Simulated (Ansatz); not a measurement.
# HfO2: the cost of one run

All numbers are computed with the Python package of Ansatz 0.2.0. Level of theory: DFT r2SCAN+D3(BJ) with three-body term, plane waves, norm-conserving potentials.

## Step 1: The structure

It takes space group P4_2/mnm (No. 136, tetragonal). The conventional cell has a = 4.814 Å, b = 4.814 Å, c = 3.205 Å, α = 90.00°, β = 90.00°, γ = 90.00°. Hf (site symmetry mmm) is surrounded by 6 O at 2.08 Å. O (site symmetry m2m) has 3 Hf at 2.08 Å as nearest neighbours.

No structure file is read: the coordinates are typed or built in the script.

## Step 2: The code

Input file hfo2_kconv.py:

```python
'''Convergence of HfO2 with the k-point mesh.'''

import warnings

import ansatz
from tabulate import tabulate


def main() -> None:
    warnings.simplefilter('ignore', ansatz.DeckWarning)

    lattice = ansatz.Lattice.of(
        (4.813533, 0.0, 0.0),
        (0.0, 4.813533, 0.0),
        (0.0, 0.0, 3.205415),
    )
    sites = [
        ('Hf', (0.0, 0.0, 0.0)),
        ('Hf', (0.5, 0.5, 0.5)),
        ('O', (0.194955, 0.805045, 0.5)),
        ('O', (0.305045, 0.305045, 0.0)),
        ('O', (0.694955, 0.694955, 0.0)),
        ('O', (0.805045, 0.194955, 0.5)),
    ]
    structure = ansatz.Crystal(lattice=lattice)
    for symbol, position in sites:
        structure = structure.atom(symbol, position)

    job = (
        structure.calculation()
        .pseudopotentials('nc')
        .occupations(ansatz.OccupationsMethod.FIXED)  # whole-number filling, right only where there is a gap
        .functional(ansatz.Functional.R2SCAN, dispersion='d3bjatm')
        .scf(tolerance=1e-09, max_iterations=60, lower_state_search='light')
        .band_table()
    )

    rows = []
    for value in [(2, 2, 2), (2, 2, 3), (3, 3, 4), (4, 4, 6), (5, 5, 7), (6, 6, 9)]:
        report = job.kpoints(*value).run(threads=1, backend='cpu').report
        rows.append((value, report['free_energy_ev'] / len(report['lattice']['sites']), report['n_iterations'], report['gap_by_band_count_ev'], report['n_kpoints']))

    print(tabulate(rows, headers=['mesh', 'F/atom (eV)', 'iterations', 'gap by band count (eV)', 'k-points'], floatfmt='.4f', tablefmt='github'))

    # differences from the last row
    for row in rows[:-1]:
        shift = 1000 * (row[1] - rows[-1][1])
        print(f'{row[0]}: {shift:+.2f} meV/atom' + ('  (within 2 meV)' if abs(shift) < 2 else ''))


if __name__ == '__main__':
    main()
```

## Step 3: The calls as engine input

The package turns the script's settings into the engine's input (first run):

```yaml
crystal:
  lattice:
    - [4.813533, 0.0, 0.0]
    - [0.0, 4.813533, 0.0]
    - [0.0, 0.0, 3.205415]
  atoms:
    - { symbol: Hf, position: [0.0, 0.0, 0.0] }
    - { symbol: Hf, position: [0.5, 0.5, 0.5] }
    - { symbol: O, position: [0.194955, 0.805045, 0.5] }
    - { symbol: O, position: [0.305045, 0.305045, 0.0] }
    - { symbol: O, position: [0.694955, 0.694955, 0.0] }
    - { symbol: O, position: [0.805045, 0.194955, 0.5] }
kpoints:
  mp_grid:
    grid: [2, 2, 2]
hamiltonian:
  xc: r2scan
  dispersion: d3bjatm
  pseudopotentials:
    kind: nc
scf:
  max_iter: 60
  convergence:
    dr2_threshold: 1.0e-09
  lower_state_search: light
  occupations:
    method: fixed
output:
  eigenvalues: true
```

## Step 4: Running it

Started as:

```sh
> python hfo2_kconv.py
```

**Question.** How long does this script take on 1 thread of Arm Neoverse V1, shared host, and how much memory does it need?

About 3.4 min, with a peak of 0.86 GiB.
